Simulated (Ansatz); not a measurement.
# CsH3: the cost of one run

Program: Ansatz 0.2.0. Level of theory: DFT PBE, scalar-relativistic, plane waves, PAW. These are calculated values, not measurements.

### 1 The system as given

The structure is tetragonal, space group I4/mmm (No. 139). The conventional cell has a = 3.857 Å, b = 3.857 Å, c = 8.852 Å, α = 90.00°, β = 90.00°, γ = 90.00°. Around Cs (site symmetry 4/mmm) lie 12 H at 2.73 to 2.94 Å. Around H (site symmetry 4/mmm) lie 4 Cs at 2.73 Å. Around H (site symmetry -4m2) lie 8 H at 2.73 to 2.94 Å and 4 Cs at 2.94 Å.

Structure file:

```cif
data_structure
_symmetry_space_group_name_H-M 'P 1'
_symmetry_Int_Tables_number 1
_cell_length_a 5.1987
_cell_length_b 5.1987
_cell_length_c 5.1987
_cell_angle_alpha 136.451
_cell_angle_beta 136.451
_cell_angle_gamma 63.284
_cell_volume 65.84
loop_
_atom_site_label
_atom_site_type_symbol
_atom_site_fract_x
_atom_site_fract_y
_atom_site_fract_z
_atom_site_occupancy
Cs1 Cs 0.00000 0.00000 0.00000 1
H1 H 0.50000 0.50000 0.00000 1
H2 H 0.75000 0.25000 0.50000 1
H3 H 0.25000 0.75000 0.50000 1
```

The cell is invented: species swapped into a database cell of NbGa3 (I4/mmm, No. 139), with Cs on the Nb sites and H on the Ga sites. Lengths come from tabulated atomic sizes and are only a guess.

### 2 The guess as it stands, on a coarse mesh

The input, input.yaml:

```yaml
crystal:
  lattice:
    - [-1.92847679, 1.92847679, 4.42583636]
    - [1.92847679, -1.92847679, 4.42583636]
    - [1.92847679, 1.92847679, -4.42583636]
  atoms:
    - { symbol: Cs, position: [0.0, 0.0, 0.0] }
    - { symbol: H, position: [0.5, 0.5, 0.0] }
    - { symbol: H, position: [0.75, 0.25, 0.5] }
    - { symbol: H, position: [0.25, 0.75, 0.5] }
basis:
  ecutwfc: 420
kpoints:
  mp_grid: { grid: [6, 6, 6] }
hamiltonian:
  xc: pbe
scf:
  occupations: { method: gaussian, width: 0.1 }
  lower_state_search: "off"
output:
  forces: true
  stress: true
  eigenvalues: true
```

Command:

```bash
ansatz run input.yaml --threads 1 --pin off --max-ram 2048MiB --backend cpu --events-out ev --progress --plain --runs-dir out
```

Q: Estimate wall time and peak memory on 1 thread of Arm Neoverse V1, shared host.

About 1.8 s, with a peak of 0.32 GiB.
